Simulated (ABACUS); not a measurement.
Runs of ABACUS 3.10.1 on NaLaMnMoO6. It takes space group I-4 (No. 82, tetragonal). The conventional cell has a = 5.446 Å, b = 5.446 Å, c = 7.798 Å, α = 90.00°, β = 90.00°, γ = 90.00°. Na (site symmetry -4) is surrounded by 8 O at 2.51 to 2.72 Å. La (site symmetry -4) has 8 O at 2.51 to 2.72 Å as nearest neighbours. Mn (site symmetry -4) is surrounded by 6 O at 1.93 to 1.94 Å. Mo (site symmetry -4) is surrounded by 6 O at 1.96 to 1.97 Å. O (site symmetry 1) is surrounded by 1 Mn at 1.94 Å and 1 Mo at 1.97 Å. O (site symmetry 2) is surrounded by 1 Mn at 1.93 Å and 1 Mo at 1.96 Å. The cell was built by a generator and needn't be a form met in nature.

```tsv
task	level	potentials or basis	cell	k mesh	cutoff (eV)	smearing	radial cutoff of the potentials (pseudo_rcut)	max steps of the relaxation	force threshold	optimiser	stress threshold	gap on the mesh (eV)	pressure (GPa)	moment (μB)	largest force (eV/Å)
relaxation of cell and atoms	PBE	PseudoDojo NC SR 0.4.1 PBE standard, DZP LCAO (the cutoffs set its grid)	relaxed	5 × 5 × 5	1510	fermi-dirac 0.1 eV	7 bohr	60	0.02 eV/Å	cg	1 kbar	-	0.0	(a)	0.01
single point	PBE	PseudoDojo NC SR 0.4.1 PBE standard, TZDP LCAO (the cutoffs set its grid)	as given	7 × 7 × 7	1510	fermi-dirac 0.05 eV	7 bohr	-	-	-	-	none	1.3	2.21	(c)
single point	LDA	GBRV ultrasoft 1.5 LDA, plane waves	as given	5 × 5 × 5	544	fermi-dirac 0.05 eV	10 bohr	-	-	-	-	none	-11.6	(b)	0.17
single point	PBE	PseudoDojo NC SR 0.4.1 PBE standard, DZP LCAO (the cutoffs set its grid)	as given	7 × 7 × 7	1510	fermi-dirac 0.05 eV	7 bohr	-	-	-	-	none	2.1	2.21	0.12
```

Alike in all rows: spin collinear, ferromagnetic start.

Question: Estimate the missing entries.

Answer: (a) 2.95; (b) 2.03; (c) 0.16.

Caveats: a cell with one magnetic atom can't hold antiferromagnetic order, which such compounds often take; the atomic orbitals were generated for these runs and aren't a published set (some runs); the basis of atomic orbitals isn't converged, which shifts pressures, moduli and gaps (some runs); semilocal functionals often make such compounds metallic where correlation or magnetic order opens a gap, which also shifts bond lengths (some runs); there are fewer bands than atomic start orbitals, so a level may be missed at k points of high symmetry (some runs).

A k mesh can miss the band edges, and the runs leave out spin-orbit coupling on La, Mo.

A gap of «none» marks a metal or a gap under the smearing width.

Not every run made on this cell is shown here.
